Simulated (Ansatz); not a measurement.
A run of Ansatz 0.2.0:

The input input.yaml:

```yaml
crystal:
  lattice:
    - [9.93665, 0.0, 0.0]
    - [0.0, 9.93665, 0.0]
    - [0.0, 0.0, 6.65552]
  atoms:
    - { symbol: Ba, position: [0.0, 0.5, 0.0] }
    - { symbol: Ba, position: [0.5, 0.0, 0.0] }
    - { symbol: V, position: [0.5, 0.5, 0.0], spin: 2.0 }
    - { symbol: V, position: [0.5, 0.0, 0.5], spin: 2.0 }
    - { symbol: V, position: [0.0, 0.5, 0.5], spin: 2.0 }
    - { symbol: Tl, position: [0.0, 0.0, 0.5] }
    - { symbol: Tl, position: [0.67321, 0.32679, 0.46014] }
    - { symbol: Tl, position: [0.32679, 0.67321, 0.46014] }
    - { symbol: Tl, position: [0.67321, 0.67321, 0.53986] }
    - { symbol: Tl, position: [0.32679, 0.32679, 0.53986] }
    - { symbol: O, position: [0.39848, 0.60152, 0.14652] }
    - { symbol: O, position: [0.60152, 0.39848, 0.14652] }
    - { symbol: O, position: [0.60152, 0.60152, 0.85348] }
    - { symbol: O, position: [0.39848, 0.39848, 0.85348] }
    - { symbol: O, position: [0.59959, 0.09072, 0.33579] }
    - { symbol: O, position: [0.40041, 0.09072, 0.66421] }
    - { symbol: O, position: [0.59959, 0.90928, 0.66421] }
    - { symbol: O, position: [0.40041, 0.90928, 0.33579] }
    - { symbol: O, position: [0.09072, 0.59959, 0.33579] }
    - { symbol: O, position: [0.09072, 0.40041, 0.66421] }
    - { symbol: O, position: [0.90928, 0.59959, 0.66421] }
    - { symbol: O, position: [0.90928, 0.40041, 0.33579] }
hamiltonian:
  xc: pbe
  pseudopotentials: { kind: paw }
magnetization:
  spin_polarized: true
kpoints:
  mp_grid: { grid: [3, 3, 4] }
  band_path:
    path:
      - [[0.0, 0.0, 0.0], [0.0, 0.5, 0.0], [0.5, 0.5, 0.0], [0.0, 0.0, 0.0], [0.0, 0.0, 0.5], [0.0, 0.5, 0.5], [0.5, 0.5, 0.5], [0.0, 0.0, 0.5]]
      - [[0.0, 0.5, 0.0], [0.0, 0.5, 0.5]]
      - [[0.5, 0.5, 0.0], [0.5, 0.5, 0.5]]
    npoints: 10
scf:
  occupations: { method: fermi_dirac, width: 0.05 }
  n_extra_bands: 55
output:
  forces: true
  stress: true
  eigenvalues: true
  fatbands: true
  write_density: true
  write_potential: true
  elf: true
  volumetric_format: npy
```

Potentials or basis: Ansatz PAW.

Launch:

```bash
$ ansatz run input.yaml --threads 8 --pin off --max-ram 20480MiB --backend cpu --events-out ev --progress --plain --runs-dir out
```

Hardware: 8 threads of Arm Neoverse V2 (shared host).

**Question.** How long does it take, and how much memory?

**Answer.** It took 8 min on 8 threads of Arm Neoverse V2, with other jobs on the host, peak memory 10 GiB. Counts: scf iterations 15, plane waves 12787, k points 9, bands 153.
